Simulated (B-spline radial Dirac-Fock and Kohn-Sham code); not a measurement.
**An X-ray data sheet for Xe²⁵⁺, step by step**

Wanted for xenon as Xe²⁵⁺: its X-ray form factor and Compton profile, the binding energy of each subshell, how cheaper methods do for the levels and its two-hole states.

The numbers are computed with B-spline radial Dirac-Fock and Kohn-Sham code (version 2): a free atom or ion on a radial basis; each step names its model.

## Step 1: The atom as given

Xe²⁵⁺, [Ar] 3d10 4s1.

* nuclear charge: 54
* electrons: 29
* mass number: 132
* nuclear rms radius: 4.7859 fm

Outer shells as boxes (Hund's rule, for the drawing alone; heavy ions are jj-coupled, and the calculation averages over the configuration):

```
[Ar] core
3d [↑↓][↑↓][↑↓][↑↓][↑↓]
4s [↑ ]
```

## Step 2: X-ray scattering functions

Model: Dirac-Fock average of configuration, finite nucleus; form factor of the spherical density, Waller-Hartree incoherent function, impulse-approximation Compton profiles.

Settings, as recorded:

```ini
task = scatter
Z = 54
charge = 25
configuration = 1s2 2s2 2p6 3s2 3p6 3d10 4s1
mass_number = 132
rms_radius = 4.7859  # fm
s = [0.0, 0.06, 0.08, 0.1, 0.12, 0.16, 0.2, 0.25, 0.31, 0.38, 0.48, 0.6, 0.75, 0.94, 1.18, 1.48, 1.85, 2.31, 2.9, 3.63, 4.54, 5.68, 7.11]  # 1/A
pz = [0, 0.1, 0.2, 0.3, 0.4, 0.5, 0.6, 0.8, 1.0, 1.2, 1.4, 1.6, 1.8, 2.0, 2.5, 3.0, 4.0, 5.0, 7.0, 10.0, 15.0, 20.0, 30.0, 40.0, 60.0, 100.0]  # a.u.
photon_energy = [1000, 2000, 5000, 8047.8, 17479.3, 100000, 500000, 1000000]  # eV
```

## Step 3: Binding energies

Model: Dirac-Fock average of configuration, Delta-SCF, finite nucleus, first-order Breit with its frequency dependence, self-energy and vacuum polarisation.

Recorded inputs:

```ini
task = binding
```

## Step 4: Dirac LDA, for comparison

Model: Dirac-Kohn-Sham LDA (Slater exchange, VWN correlation), finite nucleus, spherical and without spin polarisation.

Recorded inputs:

```ini
task = binding-ladder
method = lda,vwn
relativity = dirac
```

## Step 5: Two holes

Model: Dirac-Fock average of configuration, Delta-SCF, finite nucleus, first-order Breit with its frequency dependence, self-energy and vacuum polarisation; two-hole levels by intermediate coupling within the shell, Auger rates as independent-particle Coulomb matrix elements.

The run's settings:

```ini
task = double
```

## Step 6: non-relativistic HF, for comparison

Model: non-relativistic Hartree-Fock, average of configuration, point nucleus.

The run's settings:

```ini
task = binding-ladder
method = hf
relativity = nr
```

(Steps that only read results are left out.)

**Question.** What will these runs give? Wanted: rms radius of the electron cloud; form factor halves at; Compton profile at zero; deepest level listed, K; least bound, N1; Kα1; Dirac LDA, K: eigenvalue / ΔSCF; largest U, K K; Kα hypersatellite shift.

As calculated:

```
                                  quantity                    value
          rms radius of the electron cloud               0.278 bohr
                     form factor halves at                  1.3 1/Å
                   Compton profile at zero             1.682 1/a.u.
              deepest level listed, K (1s)               35403.7 eV
                      least bound, N1 (4s)                 856.0 eV
                                       Kα1               29798.0 eV
  ionisation energy, NIST (semi-empirical)               857.000 eV
           Dirac LDA, K: eigenvalue / ΔSCF     35128.6 / 35518.4 eV
                            largest U, K K                 929.0 eV
                   Kα hypersatellite shift                +654.1 eV
                  strongest line of K-L123  L2L3, J = 2, 23665.4 eV
non-relativistic HF, 1s: eigenvalue / ΔSCF     34128.5 / 34083.5 eV
```

What this shows: The form factor starts at the 29 electrons and halves by s = 1.3 1/Å. Incoherent scattering outweighs coherent from 500 keV on, among the energies asked. For K (1s), relaxation takes off 48.8 eV, Breit terms shift it by -81.70 and QED by -41.77 eV. NIST's ionisation energy differs by +0.96 eV from the least binding energy; correlation is missing from the calculation. Dirac LDA misses the K level by -0.8 % with its eigenvalue and by +0.3 % with ΔSCF. Breit and QED terms, which only the reference holds, shift this level by tenths of a per cent, so the eigenvalue's nearness can be cancellation. Two holes repel most in K K, by 929.0 eV, and least in M2 M3, by 72.61 eV. An empty K shell moves Kα up by 654 eV. In the K-L123 Auger group the L2L3 J = 2 line carries 42 % of the rate. Non-relativistic HF misses the 1s level by -3.6 % with its eigenvalue and by -3.7 % with ΔSCF, as relativity is missing. The Hartree-Fock and Dirac-Fock values hold no electron correlation.
